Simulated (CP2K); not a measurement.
## KBr: one setting at a time in CP2K

Simulated with CP2K 2026.2. This is a test of settings. The cell began as a measured structure and was relaxed with r2SCAN in plane waves (Ansatz 0.2.0). All runs are without spin polarisation.

It is cubic, Fm-3m (No. 225); conventional cell a = 6.605 Å, 36.02 Å³ an atom. K is surrounded by 6 Br at 3.30 Å; Br is surrounded by 6 K at 3.30 Å.

The base run uses PBE in the DZVP-MOLOPT-SR basis.

```
&GLOBAL
 PROJECT run
 RUN_TYPE ENERGY_FORCE
 PRINT_LEVEL LOW
&END GLOBAL
&FORCE_EVAL
 METHOD QS
 STRESS_TENSOR ANALYTICAL
 &DFT
  BASIS_SET_FILE_NAME BASIS_MOLOPT
  POTENTIAL_FILE_NAME GTH_POTENTIALS
  &QS
   EXTRAPOLATION USE_GUESS
  &END QS
  &MGRID
   CUTOFF 500
   REL_CUTOFF 50
  &END MGRID
  &XC
   &XC_FUNCTIONAL PBE
   &END XC_FUNCTIONAL
  &END XC
  &KPOINTS
   SCHEME MONKHORST-PACK 5 5 5
   SYMMETRY F
   FULL_GRID F
  &END KPOINTS
  &SCF
   ADDED_MOS 8
   EPS_SCF 1e-6
   MAX_SCF 80
   &DIAGONALIZATION
   &END DIAGONALIZATION
   &MIXING
    METHOD BROYDEN_MIXING
    ALPHA 0.3
   &END MIXING
   &SMEAR
    METHOD FERMI_DIRAC
    ELECTRONIC_TEMPERATURE [K] 232
   &END SMEAR
   &PRINT
    &ITERATION_INFO
    &END ITERATION_INFO
   &END PRINT
  &END SCF
  &PRINT
   &BAND_STRUCTURE
    FILE_NAME bands.bs
    ADDED_MOS 6
    &KPOINT_SET
     UNITS B_VECTOR
     SPECIAL_POINT 0.00000000 0.00000000 0.00000000
     NPOINTS 0
    &END KPOINT_SET
    &KPOINT_SET
     UNITS B_VECTOR
     SPECIAL_POINT 0.50000000 0.00000000 0.50000000
     NPOINTS 0
    &END KPOINT_SET
    &KPOINT_SET
     UNITS B_VECTOR
     SPECIAL_POINT 0.62500000 0.25000000 0.62500000
     NPOINTS 0
    &END KPOINT_SET
    &KPOINT_SET
     UNITS B_VECTOR
     SPECIAL_POINT 0.37500000 0.37500000 0.75000000
     NPOINTS 0
    &END KPOINT_SET
    &KPOINT_SET
     UNITS B_VECTOR
     SPECIAL_POINT 0.50000000 0.50000000 0.50000000
     NPOINTS 0
    &END KPOINT_SET
    &KPOINT_SET
     UNITS B_VECTOR
     SPECIAL_POINT 0.50000000 0.25000000 0.75000000
     NPOINTS 0
    &END KPOINT_SET
   &END BAND_STRUCTURE
  &END PRINT
 &END DFT
 &SUBSYS
  &CELL
   A 4.67035363 0.00000000 0.00000000
   B 2.33517681 4.04464489 0.00000000
   C 2.33517681 1.34821496 3.81332777
  &END CELL
  &COORD
   SCALED
   K 0.00000000 -0.00000000 -0.00000000
   Br 0.50000000 0.50000000 0.50000000
  &END COORD
  &KIND K
   BASIS_SET DZVP-MOLOPT-SR-GTH
   POTENTIAL GTH-PBE
  &END KIND
  &KIND Br
   BASIS_SET DZVP-MOLOPT-SR-GTH
   POTENTIAL GTH-PBE
  &END KIND
 &END SUBSYS
 &PRINT
  &STRESS_TENSOR
  &END STRESS_TENSOR
  &FORCES
  &END FORCES
 &END PRINT
&END FORCE_EVAL
```

Command: `cp2k.psmp -i run.inp`. It took 9 s on 2 threads of Arm Neoverse V2, with other jobs on the host, peak memory 0.3 GiB.

It converged with a gap of 4.51 eV and a pressure of 0.87 GPa (positive in compression). Pressures on CP2K's grid carry noise of some tenths of a GPa.

Each further run moved one setting: EPS_SCF (SCF threshold); CUTOFF (density grid cutoff in Ry); REL_CUTOFF (grid cutoff relative to the Gaussians, in Ry); KPOINTS (Monkhorst-Pack mesh); ELECTRONIC_TEMPERATURE (smearing temperature in K). Changes are from the base run, which isn't itself converged in every setting; energies of another Hamiltonian, functional, basis or charge aren't compared, and those at a high electronic temperature are mostly its entropy term. CP2K's gap is over the listed points.

```tsv
setting	how it ended	gap change (eV)	energy change (meV/atom)	pressure change (GPa)	time (s)
EPS_SCF = 1e-4	converged	0.00	0.0	0.00	7
CUTOFF = 200	converged	0.00	-0.1	0.00	6.3
REL_CUTOFF = 80	converged	0.00	0.0	0.00	10
KPOINTS = 2x2x2	converged	0.00	-4.1	-0.07	7.4
ELECTRONIC_TEMPERATURE = 3000	converged	0.00	0.0	0.00	9.1
CUTOFF = 60 (poor on purpose)	converged	-0.01	-21.6	0.29	5.8
```

EPS_SCF = 1e-4 changes nothing that matters here. CUTOFF = 200 changes nothing that matters here. REL_CUTOFF = 80 changes nothing that matters here. ELECTRONIC_TEMPERATURE = 3000 changes nothing that matters here.

Spin-orbit coupling is left out.
